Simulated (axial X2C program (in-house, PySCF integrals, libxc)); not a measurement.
**MnAl: bond curves with and without spin–orbit coupling**

Aim: find the lowest determinant of MnAl, scan the bond at several levels and fit the constants, once spin-free and once with spin–orbit coupling.

Method: all-electron X2C, Mn dyall-cv3z, Al dyall-v3z; program: an in-house X2C program for linear molecules on PySCF integrals.

All values are calculated.

**1. The job**

Input file task.json:

```json
{
 "zs": [
  25,
  13
 ],
 "q": 0,
 "bas": [
  "dyall-cv3z",
  "dyall-v3z"
 ],
 "levels": [
  "PBE0",
  "HF",
  "PBE50"
 ],
 "cc": true,
 "r0": 2.45,
 "thr": -2.0,
 "nmax": 90,
 "npts": 10,
 "nst": 2,
 "ntry": 6
}
```

Keys: zs atomic numbers; q charge; bas basis sets; levels methods (HF also brings MP2); cc coupled cluster on or off; r0 starting distance in Å; thr threshold in hartree for freezing inner shells (an s shell follows its p shell); nmax most natural virtual spinors; npts points asked for on the curve; nst determinants followed; ntry starts of the search.

On the command line:

```bash
$ python so2c.py task.json out
```

Spin-free means the one-electron spin-free X2C Hamiltonian; two-component (2c) means X2C with spin–orbit coupling and atomic mean-field two-electron Coulomb and Gaunt terms. Basis: Mn dyall-cv3z contracted to [9s10p6d3f2g], Al dyall-v3z contracted to [8s8p2d1f]; Gaussian nuclei, density fitting. Masses: Mn 54.938 u, Al 26.982 u.

Notation: σ, π±, δ± give the projection m of an orbital's angular momentum (0, ±1, ±2), α and β its spin, Λ and M_S the sums; ω is the projection of a spinor's total angular momentum and Ω the sum. Logs are in hartree.

The results follow Hamiltonian by Hamiltonian and level by level.

**2. State search with PBE0**

PBE0 moves the distance from 2.450 Å to 2.682 Å and compares determinants there.

Spin-free determinants:

```json
{"ΔE (eV)": "0.00", "state": "M_S = 2, Λ = 1", "open shells": "beyond closed shells: σα, π+α, π+β, π-α, δ+α, δ-α"}
{"ΔE (eV)": "0.26", "state": "M_S = 3, Λ = 1", "open shells": "beyond closed shells: σα, 2 × π+α, π-α, δ+α, δ-α"}
{"ΔE (eV)": "0.49", "state": "M_S = 2, Λ = 0", "open shells": "beyond closed shells: π+α, π-α, δ+α, δ-α"}
{"ΔE (eV)": "0.68", "state": "M_S = 3, Λ = 0", "open shells": "beyond closed shells: 2 × σα, π+α, π-α, δ+α, δ-α"}
{"ΔE (eV)": "1.24", "state": "M_S = 3, Λ = 1", "open shells": "beyond closed shells: 3 × σα, π+α, π+β, π-α, δ+α, δ-α"}
{"ΔE (eV)": "1.34", "state": "M_S = 3, Λ = 2", "open shells": "beyond closed shells: 2 × σα, 2 × π+α, π+β, π-α, δ+α, δ-α"}
{"ΔE (eV)": "1.34", "state": "M_S = 3, Λ = 0", "open shells": "beyond closed shells: 2 × σα, π+α, π+β, 2 × π-α, δ+α, δ-α"}
```

Two-component determinants:

```
ΔE (eV)  state                                           open shells
   0.00  Ω = 3                excess of +ω over −ω: ω = 1/2, ω = 5/2
   0.01  Ω = 1               excess of +ω over −ω: ω = -3/2, ω = 5/2
   0.26  Ω = 2               excess of +ω over −ω: ω = -1/2, ω = 5/2
   0.28  Ω = 4                excess of +ω over −ω: ω = 3/2, ω = 5/2
   1.24  Ω = 4            excess of +ω over −ω: 3 × ω = 1/2, ω = 5/2
   1.26  Ω = 2  excess of +ω over −ω: 2 × ω = 1/2, ω = -3/2, ω = 5/2
   1.34  Ω = 5   excess of +ω over −ω: 2 × ω = 1/2, ω = 3/2, ω = 5/2
```

**3. PBE0, spin-free**

State followed: M_S = 2, Λ = 1 (beyond closed shells: σα, π+α, π+β, π-α, δ+α, δ-α). The scan is laid around 2.682 Å, a first estimate of the minimum, and this SCF restarts from the orbitals of the search.

Output at 2.682 Å:

```text
spin-free X2C-1e  PBE0
basis functions 157  fitting functions 906  grid points 5081
iter        total energy     max residual
   1      -1401.084049601     7.16e-06
   2      -1401.084049600     2.01e-05
   3      -1401.084049604     2.61e-06
   4      -1401.084049605     2.33e-06
converged
one-electron -2061.34085267  Coulomb 667.06900657  exact exchange -17.38042196  xc functional -53.55653679  nuclear repulsion 64.12475524
```

Along the bond, energies from the lowest point:

```tsv
R (Å)	E (eV)	μ (D)	HOMO (eV)	LUMO (eV)	iterations
2.333	0.2900	-1.67	-4.58	-2.75	15
2.441	0.1186	-1.70	-4.41	-2.66	13
2.521	0.0456	-1.71	-4.30	-2.60	12
2.602	0.0089	-1.71	-4.21	-2.55	12
2.682	0.0000	-1.71	-4.12	-2.51	4
2.776	0.0159	-1.71	-4.04	-2.46	13
2.870	0.0522	-1.70	-3.96	-2.42	13
2.990	0.1177	-1.68	-3.89	-2.37	13
3.138	0.2127	-1.64	-3.82	-2.33	13
3.353	0.3542	-1.55	-3.76	-2.28	13
```

Dipoles are positive if Al is the positive end.

Outer orbitals at the reference distance:

```csv
symmetry,occupied,ε (eV),atomic character
σα,yes,-10.02,"88% Mn d, 8% Al s"
δ-α,yes,-9.88,100% Mn d
δ+α,yes,-9.88,100% Mn d
π-α,yes,-9.72,99% Mn d
π+α,yes,-9.72,99% Mn d
σβ,yes,-9.41,"67% Al s, 15% Mn s, 12% Mn p"
σα,yes,-8.35,"53% Al s, 26% Mn s, 13% Mn d"
σα,yes,-5.64,"47% Mn s, 20% Al p, 15% Al s"
σβ,yes,-5.09,"54% Al p, 30% Mn s, 10% Al s"
π+β,yes,-4.12,"59% Al p, 27% Mn d, 13% Mn p"
π-β,no,-2.51,"65% Al p, 18% Mn d, 16% Mn p"
π+α,no,-1.86,"51% Al p, 47% Mn p"
π-α,no,-1.86,"51% Al p, 47% Mn p"
σβ,no,-1.83,"37% Mn s, 22% Mn d, 21% Mn p"
```

PBE0 fields in the half plane through the axis: z from -2.4 to 4.8 Å across, distance from the axis 0.15 to 2.25 Å upwards; Mn lies at z = 0 and Al at z = 2.682 Å; the ELF is damped to zero where the density is low.

log10 density (e/bohr³). Ten even steps from ' ' (-4.04 ) to '@' (1.39 ):
```
      ..........::::::::::::::::::::::::......    
    ......::::::::::::::::::::::::::::::::::....  
  ....::::::------------------------------::::....
....::::::----------------------------------::::..
....::::----============================------::::
..::::----==++++**++++============++======----::::
..::::--====**######**++======++**##**++====----::
..::----==++**%%@@%%**++======++%%@@##++====----::
```

ELF. Ten even steps from ' ' (0.00 ) to '@' (0.97 ):
```
      ..::------------::::....::::----==--::..    
    ::==================--------==++********==::  
  ::++**++++==----==++++++====++**##%%%%%%%%##++::
::++****++==--::::::==++********##%%@@@@@@@@@@##++
--******==--::......::==****##**++++##@@@@@@@@@@##
++##**++--::::--==--::::++##**::      ==@@@@@@@@%%
**##**++::::==##%%##==::==##==  ==##--  ##@@@@@@@@
**##**==::::****##****::--**::..%%--%%..==@@@@@@@@
```

Re = 2.672 Å, ωe = 225.0 cm⁻¹, ωexe = 1.38 cm⁻¹, Be = 0.1305 cm⁻¹, De = 0.786 eV, μ = -1.71 D. ⟨S²⟩ = 6.94 against 6.00 for a pure state, so this determinant mixes spins.

**4. HF, spin-free**

Output at 2.682 Å:

```text
spin-free X2C-1e  HF
basis functions 157  fitting functions 906  grid points 5081
iter        total energy     max residual
   1      -1399.668778687     9.84e-02
   2      -1399.709370397     2.29e-02
   3      -1399.718888706     1.41e-02
   4      -1399.721458240     7.78e-03
   5      -1399.723646753     3.94e-03
   6      -1399.724593706     2.80e-03
   7      -1399.725485843     1.08e-03
   8      -1399.725635916     7.15e-04
   9      -1399.725671086     3.55e-04
  10      -1399.725677411     1.61e-04
  11      -1399.725678696     7.08e-05
  12      -1399.725679303     2.71e-05
  13      -1399.725679435     8.28e-06
  14      -1399.725679444     3.52e-06
  15      -1399.725679446     9.58e-07
converged
one-electron -2060.38185321  Coulomb 666.23233450  exact exchange -69.70091598  xc functional 0.00000000  nuclear repulsion 64.12475524
```

Re = 2.937 Å, ωe = 166.5 cm⁻¹, ωexe = 2.79 cm⁻¹, Be = 0.108 cm⁻¹, De = 0.122 eV, μ = -2.62 D. ⟨S²⟩ = 7.59 against 6.00 for a pure state, so this determinant mixes spins.

**5. PBE50, spin-free**

The SCF at the reference distance of 2.682 Å:

```text
spin-free X2C-1e  PBE50
basis functions 157  fitting functions 906  grid points 5081
iter        total energy     max residual
   1      -1401.115504059     3.33e-02
   2      -1401.121255426     5.95e-03
   3      -1401.122570226     5.38e-03
   4      -1401.122971081     2.78e-03
   5      -1401.123277246     1.21e-03
   6      -1401.123355868     4.27e-04
   7      -1401.123374518     2.53e-04
   8      -1401.123381583     1.17e-04
   9      -1401.123383363     5.91e-05
  10      -1401.123383853     3.56e-05
  11      -1401.123384069     1.98e-05
  12      -1401.123384151     5.18e-06
  13      -1401.123384155     1.27e-06
  14      -1401.123384155     1.72e-07
converged
one-electron -2060.95302149  Coulomb 666.72837102  exact exchange -34.80369845  xc functional -36.21979047  nuclear repulsion 64.12475524
```

Re = 2.759 Å, ωe = 203.9 cm⁻¹, ωexe = 1.76 cm⁻¹, Be = 0.1224 cm⁻¹, De = 0.569 eV, μ = -2.16 D. ⟨S²⟩ = 7.20 against 6.00 for a pure state, so this determinant mixes spins.

**6. Correlated methods, spin-free**

Correlated methods: 10 electrons correlated (frozen shells, counted by type: Mn 3 s, 2 p; Al 2 s, 1 p), 234 virtual spinors in MP2, 90 natural virtuals in coupled cluster.

Output of the correlated part at 2.682 Å:

```text
correlated 10  virtual 234  natural virtual 90  E(MP2) -0.164317189  MP2 remainder -0.008033747
iter   CCSD correlation   residual
   1     -0.172728514   1.39e-01
   2     -0.181130835   7.37e-02
   3     -0.183509787   4.32e-02
   4     -0.185721076   2.84e-02
   5     -0.186575991   1.42e-02
   6     -0.186760219   5.55e-03
   7     -0.186833617   2.39e-03
   8     -0.186818622   1.13e-03
   9     -0.186817005   5.25e-04
  10     -0.186815224   2.10e-04
  11     -0.186816488   1.00e-04
  12     -0.186817360   4.77e-05
  13     -0.186818024   2.78e-05
  14     -0.186818414   1.54e-05
  15     -0.186818881   9.61e-06
  16     -0.186819155   4.89e-06
  17     -0.186819202   2.10e-06
  18     -0.186819220   1.18e-06
(T) -0.008113825  T1 0.0844  D1 0.1792  max T2 0.140
```

T1 in the output is the amplitude norm over the root of the electron number; divide by √2 for the Lee–Taylor value.

MP2: No constants are quoted: the reference is strongly spin-contaminated.

CCSD: No constants are quoted: too few points lie around the minimum for a second fit to confirm the first.

CCSD(T): No constants are quoted: too few points lie around the minimum for a second fit to confirm the first.

**7. A higher determinant, spin-free**

State: M_S = 3, Λ = 1 (beyond closed shells: σα, 2 × π+α, π-α, δ+α, δ-α).

Output at the reference distance:

```text
spin-free X2C-1e  PBE0
basis functions 157  fitting functions 906  grid points 5081
iter        total energy     max residual
   1      -1401.074537786     2.95e-05
   2      -1401.074537801     5.10e-05
   3      -1401.074537824     1.12e-05
   4      -1401.074537838     8.21e-06
   5      -1401.074537851     5.91e-06
   6      -1401.074537856     2.05e-06
   7      -1401.074537856     7.07e-07
converged
one-electron -2060.44886547  Coulomb 666.17786987  exact exchange -17.38598999  xc functional -53.54230750  nuclear repulsion 64.12475524
```

```tsv
R (Å)	E above the lowest PBE0 point (eV)
2.333	0.738
2.441	0.493
2.521	0.375
2.602	0.300
2.682	0.259
2.776	0.242
2.870	0.251
2.990	0.285
3.138	0.346
```

Re = 2.786 Å, ωe = 200.7 cm⁻¹, ωexe = 2.02 cm⁻¹, Be = 0.12 cm⁻¹, μ = -1.68 D. Te = 0.24 eV.

**8. The spin-free curves together**

Energy (eV) of the followed determinant, spin-free, from each level's lowest point:

```tsv
R (Å)	PBE0	HF	MP2 (spin-contaminated)	CCSD	CCSD(T)	PBE50
2.333	0.290	0.795	0.542	n/a	n/a	0.431
2.441	0.119	0.463	0.290	0.290	0.271	0.210
2.521	0.046	0.290	0.166	0.171	0.156	0.106
2.602	0.009	0.168	0.083	0.090	0.080	0.041
2.682	0.000	0.085	0.033	0.040	0.033	0.009
2.776	0.016	0.028	0.005	0.009	0.006	0.000
2.870	0.052	0.002	0.000	0.000	0.000	0.014
2.990	0.118	0.000	0.014	0.007	0.011	0.055
3.138	0.213	0.025	0.045	n/a	n/a	0.122
3.353	0.354	0.077	0.085	n/a	n/a	0.227
```

**9. PBE0, 2c**

State followed: Ω = 3 (excess of +ω over −ω: ω = 1/2, ω = 5/2). The scan is laid around 2.682 Å, a first estimate of the minimum, and this SCF restarts from the orbitals of the search.

The SCF at the reference distance of 2.682 Å:

```text
two-component X2C + atomic mean field  PBE0
basis functions 157  fitting functions 906  grid points 5081
iter        total energy     max residual
   1      -1400.764677030     1.90e-05
   2      -1400.764677023     3.72e-05
   3      -1400.764677041     9.55e-06
   4      -1400.764677043     6.82e-06
converged
one-electron -2060.55592927  Coulomb 666.91632788  exact exchange -17.37618134  xc functional -53.54383659  nuclear repulsion 64.12475524  atomic mean-field constant -0.32981296
```

Along the bond, energies from the lowest point:

```tsv
R (Å)	E (eV)	μ (D)	HOMO (eV)	LUMO (eV)	iterations
2.333	0.2885	-1.67	-4.59	-2.74	15
2.441	0.1176	-1.69	-4.42	-2.65	13
2.521	0.0450	-1.70	-4.31	-2.59	12
2.602	0.0086	-1.70	-4.21	-2.54	12
2.682	0.0000	-1.70	-4.13	-2.50	4
2.776	0.0162	-1.70	-4.04	-2.45	13
2.870	0.0528	-1.69	-3.97	-2.41	13
2.990	0.1187	-1.67	-3.89	-2.37	13
3.138	0.2141	-1.63	-3.83	-2.32	13
3.353	0.3561	-1.54	-3.77	-2.28	13
```

Dipoles are positive if Al is the positive end.

Outer spinors at the reference distance:

```
   ω  occupied  ε (eV)              atomic character  λ mixture
 1/2       yes  -10.01             88% Mn d, 8% Al s     100% σ
-3/2       yes   -9.92                     100% Mn d     100% δ
 5/2       yes   -9.83                     100% Mn d     100% δ
-1/2       yes   -9.73                      99% Mn d     100% π
 3/2       yes   -9.69                      99% Mn d     100% π
-1/2       yes   -9.41  67% Al s, 15% Mn s, 12% Mn p     100% σ
 1/2       yes   -8.34  53% Al s, 26% Mn s, 13% Mn d     100% σ
 1/2       yes   -5.63  47% Mn s, 20% Al p, 15% Al s     100% σ
-1/2       yes   -5.09  54% Al p, 30% Mn s, 10% Al s     100% σ
 1/2       yes   -4.13  59% Al p, 27% Mn d, 13% Mn p     100% π
-3/2        no   -2.50  65% Al p, 18% Mn d, 16% Mn p     100% π
-1/2        no   -1.86            50% Al p, 47% Mn p     100% π
 3/2        no   -1.84            51% Al p, 47% Mn p     100% π
-1/2        no   -1.83  37% Mn s, 22% Mn d, 21% Mn p     100% σ
```

PBE0 fields in the half plane through the axis: z from -2.4 to 4.8 Å across, distance from the axis 0.15 to 2.25 Å upwards; Mn lies at z = 0 and Al at z = 2.682 Å; the ELF is damped to zero where the density is low.

log10 density (e/bohr³). Ten even steps from ' ' (-4.04 ) to '@' (1.39 ):
```
      ..........::::::::::::::::::::::::......    
    ......::::::::::::::::::::::::::::::::::....  
  ....::::::------------------------------::::....
....::::::----------------------------------::::..
....::::----============================------::::
..::::----==++++**++++============++======----::::
..::::--====**######**++======++**##**++====----::
..::----==++**%%@@%%**++======++%%@@##++====----::
```

ELF. Ten even steps from '0' (0.00 ) to '9' (0.97 ):
```
0001233333322112233432100
0024444444443333456666420
0256554334555445678888752
2566543222456666789999975
3666432111246676557999997
5765322343225762000499998
6765224787424740473079999
6764226676623621838149999
```

Re = 2.671 Å, ωe = 225.3 cm⁻¹, ωexe = 1.38 cm⁻¹, Be = 0.1306 cm⁻¹, De = 0.793 eV, μ = -1.70 D.

**10. HF, 2c**

Output at 2.682 Å:

```text
two-component X2C + atomic mean field  HF
basis functions 157  fitting functions 906  grid points 5081
iter        total energy     max residual
   1      -1399.349384461     9.82e-02
   2      -1399.390108524     2.30e-02
   3      -1399.399745919     1.43e-02
   4      -1399.402346939     7.90e-03
   5      -1399.404563030     3.93e-03
   6      -1399.405503716     2.81e-03
   7      -1399.406391601     1.08e-03
   8      -1399.406546569     7.19e-04
   9      -1399.406582356     3.57e-04
  10      -1399.406588861     1.62e-04
  11      -1399.406590269     7.14e-05
  12      -1399.406591062     4.22e-05
  13      -1399.406591400     4.44e-05
  14      -1399.406591544     4.58e-05
  15      -1399.406591578     4.61e-05
  16      -1399.406590895     3.88e-05
  17      -1399.406589702     2.04e-05
  18      -1399.406589255     3.70e-06
  19      -1399.406589249     3.11e-06
  20      -1399.406589250     2.26e-06
converged
one-electron -2059.58452233  Coulomb 666.06716637  exact exchange -69.68417557  xc functional 0.00000000  nuclear repulsion 64.12475524  atomic mean-field constant -0.32981296
```

Re = 2.938 Å, ωe = 166.4 cm⁻¹, ωexe = 2.79 cm⁻¹, Be = 0.108 cm⁻¹, De = 0.126 eV, μ = -2.62 D.

**11. PBE50, 2c**

Output at 2.682 Å:

```text
two-component X2C + atomic mean field  PBE50
basis functions 157  fitting functions 906  grid points 5081
iter        total energy     max residual
   1      -1400.796160142     3.33e-02
   2      -1400.801925418     5.96e-03
   3      -1400.803256291     5.47e-03
   4      -1400.803663587     2.84e-03
   5      -1400.803981223     1.23e-03
   6      -1400.804062506     4.36e-04
   7      -1400.804081351     2.52e-04
   8      -1400.804088443     1.15e-04
   9      -1400.804090193     5.84e-05
  10      -1400.804090672     3.55e-05
  11      -1400.804090886     1.99e-05
  12      -1400.804090974     5.26e-06
  13      -1400.804090978     2.37e-06
  14      -1400.804090979     1.98e-06
converged
one-electron -2060.15881766  Coulomb 666.56630920  exact exchange -34.79529825  xc functional -36.21122654  nuclear repulsion 64.12475524  atomic mean-field constant -0.32981296
```

Re = 2.758 Å, ωe = 204.0 cm⁻¹, ωexe = 1.76 cm⁻¹, Be = 0.1225 cm⁻¹, De = 0.574 eV, μ = -2.15 D.

**12. MP2 and beyond, 2c**

Correlated methods: 10 electrons correlated (frozen shells, counted by type: Mn 3 s, 2 p; Al 2 s, 1 p), 234 virtual spinors in MP2, 90 natural virtuals in coupled cluster.

Output of the correlated part at 2.682 Å:

```text
correlated 10  virtual 234  natural virtual 90  E(MP2) -0.164293390  MP2 remainder -0.008038188
iter   CCSD correlation   residual
   1     -0.172702520   1.39e-01
   2     -0.181103120   7.37e-02
   3     -0.183480148   4.32e-02
   4     -0.185691096   2.84e-02
   5     -0.186545656   1.41e-02
   6     -0.186729295   5.54e-03
   7     -0.186802391   2.40e-03
   8     -0.186787351   1.15e-03
   9     -0.186785729   5.60e-04
  10     -0.186783760   2.74e-04
  11     -0.186785046   1.86e-04
  12     -0.186785836   1.46e-04
  13     -0.186786363   1.21e-04
  14     -0.186786543   9.00e-05
  15     -0.186787512   5.98e-05
  16     -0.186788156   3.19e-05
  17     -0.186788340   1.69e-05
  18     -0.186788349   9.99e-06
(T) -0.008108633  T1 0.0844  D1 0.1791  max T2 0.140
```

MP2: No constants are quoted: the reference is strongly spin-contaminated.

CCSD: No constants are quoted: too few points lie around the minimum for a second fit to confirm the first.

CCSD(T): No constants are quoted: too few points lie around the minimum for a second fit to confirm the first.

**13. A higher determinant, 2c**

State: Ω = 1 (excess of +ω over −ω: ω = -3/2, ω = 5/2).

Output at the reference distance:

```text
two-component X2C + atomic mean field  PBE0
basis functions 157  fitting functions 906  grid points 5081
iter        total energy     max residual
   1      -1400.764131289     2.02e-05
   2      -1400.764131288     2.53e-05
   3      -1400.764131298     1.00e-05
   4      -1400.764131299     7.27e-06
converged
one-electron -2060.53769065  Coulomb 666.89843702  exact exchange -17.37626515  xc functional -53.54355480  nuclear repulsion 64.12475524  atomic mean-field constant -0.32981296
```

```tsv
R (Å)	E above the lowest PBE0 point (eV)
2.333	0.307
2.441	0.135
2.521	0.061
2.602	0.024
2.682	0.015
2.776	0.030
2.870	0.066
2.990	0.131
3.138	0.226
```

Re = 2.673 Å, ωe = 224.7 cm⁻¹, ωexe = 1.39 cm⁻¹, Be = 0.1303 cm⁻¹, μ = -1.72 D. Te = 0.01 eV.

**14. The 2c curves together**

Energy (eV) of the followed determinant, 2c, from each level's lowest point:

```tsv
R (Å)	PBE0	HF	MP2 (spin-contaminated)	CCSD	CCSD(T)	PBE50
2.333	0.288	0.795	0.542	n/a	n/a	0.430
2.441	0.118	n/a	n/a	n/a	n/a	0.209
2.521	0.045	0.290	0.167	0.171	0.156	0.105
2.602	0.009	0.168	0.083	0.090	0.079	0.041
2.682	0.000	0.086	0.033	0.040	0.033	0.008
2.776	0.016	0.028	0.005	0.009	0.006	0.000
2.870	0.053	0.002	0.000	0.000	0.000	0.015
2.990	0.119	0.000	0.014	0.007	0.012	0.055
3.138	0.214	0.025	0.045	n/a	n/a	0.122
3.353	0.356	0.077	0.085	n/a	n/a	0.227
```

Time for the job: 2.4 min (1 thread of Arm Neoverse V1, shared host).

**15. Constants**

Lowest determinant that the search found at its distance, spin-free: M_S = 2, Λ = 1 (beyond closed shells: σα, π+α, π+β, π-α, δ+α, δ-α).

Lowest determinant that the search found at its distance, 2c: Ω = 3 (excess of +ω over −ω: ω = 1/2, ω = 5/2).

| Hamiltonian | level | Re (Å) | ωe (cm⁻¹) | De (eV) | μ (D) |
| --- | --- | --- | --- | --- | --- |
| spin-free | PBE0 | 2.672 | 225.0 | 0.786 | -1.71 |
| spin-free | HF | 2.937 | 166.5 | 0.122 | -2.62 |
| spin-free | PBE50 | 2.759 | 203.9 | 0.569 | -2.16 |
| 2c | PBE0 | 2.671 | 225.3 | 0.793 | -1.70 |
| 2c | HF | 2.938 | 166.4 | 0.126 | -2.62 |
| 2c | PBE50 | 2.758 | 204.0 | 0.574 | -2.15 |

Dipoles are positive if Al is the positive end. No constants: spin-free MP2 (the reference is strongly spin-contaminated); spin-free CCSD (too few points lie around the minimum for a second fit to confirm the first); spin-free CCSD(T) (too few points lie around the minimum for a second fit to confirm the first); 2c MP2 (the reference is strongly spin-contaminated); 2c CCSD (too few points lie around the minimum for a second fit to confirm the first); 2c CCSD(T) (too few points lie around the minimum for a second fit to confirm the first). Spin-free ⟨S²⟩ is off its pure value at PBE0 6.94, HF 7.59, PBE50 7.20.

Time per point (s) on 1 thread of Arm Neoverse V1, shared host (2c runs); the times are rough: PBE0 0.47, HF 0.69, PBE50 0.56.

At PBE0, going from spin-free to two-component changes Re by -1 mÅ, ωe by +0.1 %; the spin-free picture holds up (part of it comes from the scalar share of the two-electron terms). De moves by +0.01 eV; both De rest on single-determinant atoms, which can miss part of an open shell's spin–orbit lowering.

De refers to Mn + Al, each in the lowest determinant found, which need not be this curve's own limit. Each curve is one determinant whose occupation by symmetry is held fixed; it was picked as the lowest of a PBE0 search that is not exhaustive. Dissociation energies refer to the lowest single-determinant-based atoms at the same level and basis. Density functionals use the spin component along the axis (collinear). With several unpaired electrons one determinant need not be a pure state. Some points did not converge and are left out. The spin-free determinant is spin-contaminated at some levels.
